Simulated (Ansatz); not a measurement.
**ClFGaH5N2Si: taking an electron away**

One table from this session's results is given with a row withheld; the runs are named, their logs left out.

Program: Ansatz 0.2.0, Gaussian basis. Level of theory: unrestricted cation, the program's frozen cores in correlated methods. These are calculated values, not measurements.

The runs, in order: UKS PBE-D4/def2-TZVPP; UKS r2SCAN-D4/def2-TZVPP; UKS PBE0-D4/def2-TZVPP; UKS B3LYP-D4/def2-TZVPP; UKS wB97X-V/def2-TZVPP; UKS wB97M-V/def2-TZVPP; UKS B2PLYP/def2-TZVPP; UHF-CCSD(T)/def2-TZVPP; UHF-MP2/def2-QZVPP; extrapolation to the limit; then −ε(HOMO) from the neutral's earlier runs with LDA (SPW92), PBE-D4, revPBE-D4, BLYP-D4, r2SCAN-D4, B97M-V, PBE0-D4, B3LYP-D4, r2SCANh-D4, r2SCAN0-D4, HSE06-D4, BHLYP-D4, CAM-B3LYP-D4, LC-ωPBE, ωB97X-V, ωB97M-V.

### The geometry

The geometry comes from an earlier relaxation with PBE0-D4 in a triple-zeta def2 set; it is a stationary point, not always the lowest conformer.

SMILES `N[SiH](N)[Ga]([F])[Cl]`, 11 atoms, charge 0, spin multiplicity 1.

Atoms are counted from 1 here; the program's logs count them from 0.

Bond lengths: N1–Si2 1.702 Å, N1–H7 1.007 Å, N1–H8 1.006 Å, Si2–N3 1.707 Å, Si2–Ga4 2.420 Å, Si2–H9 1.490 Å, N3–H10 1.007 Å, N3–H11 1.007 Å, Ga4–F5 1.757 Å, Ga4–Cl6 2.164 Å. Angles: Si2–N1–H7 123.0°, Si2–N1–H8 122.1°, H7–N1–H8 113.0°, N1–Si2–N3 110.3°, N1–Si2–Ga4 99.9°, N1–Si2–H9 118.0°, N3–Si2–Ga4 117.7°, N3–Si2–H9 103.8°, Ga4–Si2–H9 107.9°, Si2–N3–H10 122.0°, Si2–N3–H11 120.6°, H10–N3–H11 112.2°, Si2–Ga4–F5 128.0°, Si2–Ga4–Cl6 121.6°, F5–Ga4–Cl6 110.4°.

The first run:

The input, in.yaml:

```yaml
crystal:
  periodic: [false, false, false]
  atoms:
    - {symbol: N, position_ang: [-0.946239, -1.328524, 0.222015]}
    - {symbol: Si, position_ang: [0.296163, -0.206377, 0.527196]}
    - {symbol: N, position_ang: [1.759756, -0.737334, -0.171544]}
    - {symbol: Ga, position_ang: [-0.720919, 1.793902, -0.377919]}
    - {symbol: F, position_ang: [0.018983, 3.368842, -0.619970]}
    - {symbol: Cl, position_ang: [-2.770890, 1.809273, -1.071876]}
    - {symbol: H, position_ang: [-0.889943, -2.296250, 0.494711]}
    - {symbol: H, position_ang: [-1.880324, -1.040870, -0.017643]}
    - {symbol: H, position_ang: [0.658197, 0.065874, 1.946498]}
    - {symbol: H, position_ang: [1.829914, -0.971843, -1.148169]}
    - {symbol: H, position_ang: [2.645303, -0.456704, 0.216692]}
basis:
  gaussian: {orbitals: def2-TZVPP}
total_charge: 1
magnetization: {spin_polarized: true, initial_magnetization: 1}
hamiltonian: {xc: pbe, dispersion: d4}
```

The run is started by

```bash
$ ansatz run in.yaml --threads 2 --pin off --events-out ev --progress --plain --max-ram 32768MiB --backend cuda --devices 0, --max-vram 18GiB
```

Among the steps run: Cation, UKS PBE-D4/def2-TZVPP; Cation, UKS r2SCAN-D4/def2-TZVPP; Cation, UKS PBE0-D4/def2-TZVPP; Cation, UKS B3LYP-D4/def2-TZVPP; Cation, UKS wB97X-V/def2-TZVPP; Cation, UKS wB97M-V/def2-TZVPP; Cation, UKS B2PLYP (frozen core)/def2-TZVPP; Cation, UHF-CCSD(T)/def2-TZVPP; Cation, UHF-MP2/def2-QZVPP.

One table of the session follows, with a row left open; its other results are not shown here.

For comparison, −ε(HOMO) of the neutral from earlier runs:

| functional | −ε(HOMO) (eV) |
| --- | --- |
| LDA (SPW92) | 6.33 |
| PBE-D4 | 6.15 |
| revPBE-D4 | 6.08 |
| BLYP-D4 | 6.04 |
| r2SCAN-D4 | ? |
| B97M-V | 6.49 |
| PBE0-D4 | 7.37 |
| B3LYP-D4 | 7.19 |
| r2SCANh-D4 | 6.88 |
| r2SCAN0-D4 | 7.57 |
| HSE06-D4 | 6.98 |
| BHLYP-D4 | 8.51 |
| CAM-B3LYP-D4 | 8.69 |
| LC-ωPBE | 9.95 |
| ωB97X-V | 9.62 |
| ωB97M-V | 9.48 |

**Question.** Estimate the row for r2SCAN-D4.

Worked estimate for «−ε(HOMO) (eV)». Against the share of exact exchange, r2SCANh-D4 (0.1, 6.88), r2SCAN0-D4 (0.25, 7.57) give a slope of 4.60 per unit share; at 0 the line stands at 6.42.

**Answer.** −ε(HOMO) (eV): 6.43. In «−ε(HOMO) (eV)» the line misses by -0.01.
